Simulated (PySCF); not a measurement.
# Cl2Tb (Tb(Cl)22+): the cost of one run

Program: PySCF 2.14.0. Level of theory: PBE0, Tb lcecp-2-SVP with ECP53, Cl def2-SVP; scalar-relativistic core potentials, no spin–orbit coupling. These are calculated values, not measurements.

1 further run of the same task is left out (for a known fault of the program).

## 1. Where the work starts

3 atoms, charge 2, spin multiplicity 1.

Bond lengths: Tb1–Cl2 2.492 Å, Tb1–Cl3 2.492 Å. Angles: Cl2–Tb1–Cl3 131.8°.

Coordinates:

```
Tb    0.00000    0.00000    0.00000
Cl    2.27500    0.00000    1.01810
Cl   -2.27500    0.00000    1.01810
```

Formal oxidation states: Tb +4. Each metal's 7 4f electrons lie in its core potential, so multiplicities, spins and levels count the valence alone.

## 2. SCF at the start, singlet

Input file run.py (the lines that set the calculation):

```python
mol = gto.M(atom='''
Tb     0.00000     0.00000     0.00000
Cl     2.27500     0.00000     1.01810
Cl    -2.27500     0.00000     1.01810''',
    basis={'Tb': 'lcecp-2-SVP', 'Cl': 'def2-SVP'},
    ecp={'Tb': 'lcecp-2-SVP'},
    charge=2, spin=0)
mf = dft.RKS(mol, xc='PBE0')
mf.grids.atom_grid = (50, 194)  # f atoms: unpruned, at least (60, 302)
mf = mf.density_fit()  # fitting sets: Tb AutoAux, Cl def2-universal-JKFIT
mf.conv_tol = 1e-08; mf.max_cycle = 55
mf.kernel(dm0)  # dm0: free metal ions and neutral atoms
```

Started as:

```bash
$ OMP_NUM_THREADS=2 python run.py
```

**Question.** How long does this run take on 2 threads of Intel Xeon Platinum 8488C (Sapphire Rapids), shared host, and how much memory does it need?

About 7.6 s, with a peak of 0.31 GiB.
